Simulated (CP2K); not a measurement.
# Ga3Se under changes of volume

One of the cells (21.771 Å³/atom); the others are scaled copies at fixed shape and fractional positions:

```
Se Ga
1.0
     4.43246    0.00000    0.00000
     0.00000    4.43246    0.00000
     0.00000    0.00000    4.43246
Se Ga
1 3
Direct
  0.00000 0.00000 0.00000
  0.50000 0.50000 0.00000
  0.50000 0.00000 0.50000
  0.00000 0.50000 0.50000
```

The cell comes from a database or a generator and needn't be the stable form of this composition.

* Program: CP2K 2026.2
* Functional: PBE
* Potentials or basis: POTENTIAL_UZH Se GTH-PBE-q6, Ga GTH-PBE-q13; TZVP-MOLOPT-PBE-GTH basis
* Density cutoff: 6123 eV
* k mesh: 6 × 6 × 6
* Occupations: fermi-dirac, width 0.05 eV
* Spin: no spin polarisation

```csv
volume (Å³/atom),energy over the lowest point (meV/atom),pressure (GPa)
20.465,?,?
20.900,3.95,1.6
21.335,0.83,0.7
21.771,0.00,0.0
22.206,1.14,-0.7
22.642,3.95,-1.3
23.077,8.20,-1.8
```

What does the run at 20.465 Å³/atom give?

Energy over the lowest point 9.68 meV/atom; pressure 2.6 GPa.

Worked out: A Birch-Murnaghan fit of order 3 (a polynomial in V^(-2/3)) to the other rows has its minimum at 21.73 Å³/atom with B0 = V·E''(V) = 37 GPa and B' = 6.7. It gives 9.73 meV/atom at 20.465 Å³/atom, against the run's 9.68, and -dE/dV = 2.7 GPa, against 2.6.

Energies are extrapolated to zero smearing.

Caveats: the basis of atomic orbitals isn't converged, which shifts pressures, moduli and gaps.
